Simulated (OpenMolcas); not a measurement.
# Ir³⁺ among point charges: CASSCF and CASPT2 levels and susceptibility

How does a field of 5 point charges split the states of Ir³⁺, and what χT follows?

Method: state-averaged CASSCF and CASPT2, spin-orbit coupling by RASSI with atomic mean-field integrals. Code: OpenMolcas 26.06.

### Step 1. Starting point

| Property | Result |
| --- | --- |
| Species | Ir³⁺ (iridium, Z = 77, 74 electrons) |
| Basis | ANO-RCC-VDZP [7s6p4d2f], 59 functions |
| Scalar Hamiltonian | DKH2, point nucleus |
| Inactive shells | 1s 2s 2p 3s 3p 3d 4s 4p 4d 4f 5s 5p |
| Active space | 6 electrons in 5 orbitals (5d) |
| Some configurations of this space | 5d6 |
| Orbitals | optimised for each spin and parity, averaged over all roots |

Outer shells as boxes (Hund's rule):

5d6
```
5d [↑↓][↑ ][↑ ][↑ ][↑ ]
```

The ion sits among 5 point charges of -2 e arranged as a trigonal bipyramid (D3h), 2.15 Å from the ion, with the axial distance 2.451 Å.

The work runs as a chain of OpenMolcas steps in one folder; each step below is one input file. Labels, J, g values, rates, χT and fits are worked out afterwards by a script from the matrices that RASSI stores.

### Step 2. Basis and integrals

File a.inp:

```
&GATEWAY
Coord
1

Ir 0.0 0.0 0.0
Basis=ANO-RCC-VDZP
Group=NoSym
NoMove
AngMom=0.0 0.0 0.0
AMFI
XField
5 Angstrom 0
2.150000 0.000000 0.000000 -2.000000
-1.075000 1.861955 0.000000 -2.000000
-1.075000 -1.861955 0.000000 -2.000000
0.000000 0.000000 2.451000 -2.000000
0.000000 0.000000 -2.451000 -2.000000
&SEWARD
```

Started as:

```bash
OMP_NUM_THREADS=1 MOLCAS_MEM=1689 MOLCAS_PROJECT=a pymolcas a.inp > a.log
```

### Step 3. CASSCF: quintets, 5 roots

File a.inp:

```
&RASSCF
FileOrb=start.orb
Symmetry=1
Spin=5
nActEl=6 0 0
Inactive=34
Ras2=5
CIRoot=5 5 1
SDav=5
CIMx=300
Iter=120 100
PrWF=0.3
OrbListing=Nothing
MaxOrb=0
>>> COPY $Project.JobIph JOB001
```

start.orb holds the contracted functions of the basis, ordered by shell, or the orbitals of the step before.

### Step 4. CASSCF: triplets, 45 roots

File a.inp:

```
&RASSCF
FileOrb=start.orb
Symmetry=1
Spin=3
nActEl=6 0 0
Inactive=34
Ras2=5
CIRoot=45 45 1
SDav=45
CIMx=300
Iter=120 100
PrWF=0.3
OrbListing=Nothing
MaxOrb=0
>>> COPY $Project.JobIph JOB002
```

### Step 5. Reference wave functions, singlets, 50 roots

File a.inp:

```
&RASSCF
FileOrb=start.orb
Symmetry=1
Spin=1
nActEl=6 0 0
Inactive=34
Ras2=5
CIRoot=50 50 1
SDav=50
CIMx=300
Iter=120 100
PrWF=0.3
OrbListing=Nothing
MaxOrb=0
>>> COPY $Project.JobIph JOB003
```

### Step 6. RASSI: spin-orbit coupling between the states

File a.inp:

```
&RASSI
NrOfJobIphs=3 5 45 50
1 2 3 4 5
1 2 3 4 5 6 7 8 9 10 11 12 13 14 15 16 17 18 19 20 21 22 23 24 25 26 27
28 29 30 31 32 33 34 35 36 37 38 39 40 41 42 43 44 45
1 2 3 4 5 6 7 8 9 10 11 12 13 14 15 16 17 18 19 20 21 22 23 24 25 26 27
28 29 30 31 32 33 34 35 36 37 38 39 40 41 42 43 44 45 46 47 48 49 50
IphNames
JOB001
JOB002
JOB003
EJob
SpinOrbit
DIPRint=1.0
SOCoupling=1000.0
Subsets=2
Property=9
'ANGMOM' 1 'ANGMOM' 2 'ANGMOM' 3 'MLTPL  1' 1 'MLTPL  1' 2 'MLTPL  1' 3
'AMFI' 1 'AMFI' 2 'AMFI' 3
SOProperty=3
'ANGMOM' 1 'ANGMOM' 2 'ANGMOM' 3
```

### Step 7. CASPT2: IPEA 0.25, imaginary shift 0.1 (closed shells correlated: 4f 5s 5p)

File a.inp:

```
>>> COPY JOB001 $Project.JobIph
&CASPT2
Multistate=5 1 2 3 4 5
NoMult
Frozen=23
IPEA=0.25
Imaginary=0.1
MaxIter=60
WThr=0.0 0.3 0.05
PrWF=0.5
NoMix
>>> COPY JOB002 $Project.JobIph
&CASPT2
Multistate=45 1 2 3 4 5 6 7 8 9 10 11 12 13 14 15 16 17 18 19 20 21 22
23 24 25 26 27 28 29 30 31 32 33 34 35 36 37 38 39 40 41 42 43 44 45
NoMult
Frozen=23
IPEA=0.25
Imaginary=0.1
MaxIter=60
WThr=0.0 0.3 0.05
PrWF=0.5
NoMix
>>> COPY JOB003 $Project.JobIph
&CASPT2
Multistate=50 1 2 3 4 5 6 7 8 9 10 11 12 13 14 15 16 17 18 19 20 21 22
23 24 25 26 27 28 29 30 31 32 33 34 35 36 37 38 39 40 41 42 43 44 45 46
47 48 49 50
NoMult
Frozen=23
IPEA=0.25
Imaginary=0.1
MaxIter=60
WThr=0.0 0.3 0.05
PrWF=0.5
NoMix
```

(Steps that only read results are left out.)

**Question.** What will these runs give? Wanted: spin-free ground state; first state of the same spin within the active space; lowest level; next level.

As calculated:

| quantity | value |
| --- | --- |
| method | SS-CASPT2, IPEA 0.25, imaginary shift 0.1 (closed shells correlated: 4f 5s 5p) |
| spin-free ground state | 5E, 2-fold in its orbital part |
| first state of the same spin within the active space | 5E at 2980 cm⁻¹ |
| lowest level | 2-fold E, g = 0.00, 0.00, 5.73 |
| next level | 120.3 cm⁻¹ |
| χT at 300 K | 4.54 cm³ K/mol |
| effective moment at 300 K | 6.02 μB |

Cost by method:

| method | time of its own steps | time with the reference |
| --- | --- | --- |
| A. CASSCF | 26 s | 26 s |
| B. SS-CASPT2, IPEA 0.25, imaginary shift 0.1, +4f 5s 5p | 23 s | 49 s |

Times are of one thread on a shared host.

The spin-free ground state (5E) comes to 100 % from free-ion D terms and keeps the highest spin of the shell. χT at 300 K is 4.54, against 3.01 cm³ K/mol for the spin alone, so orbital moment adds to it. An active space of the d shell alone favours high spin; real ions in strong fields can be low spin. CASPT2 does not keep the components of a term degenerate, and the means are used. The field of point charges can differ much from that of real complexes. With metal d orbitals alone active, the gaps between spin states are rough; where two lie within a few thousand cm-1, their order is open. Point charges carry no covalency, so the field is a model and not that of real ligands.
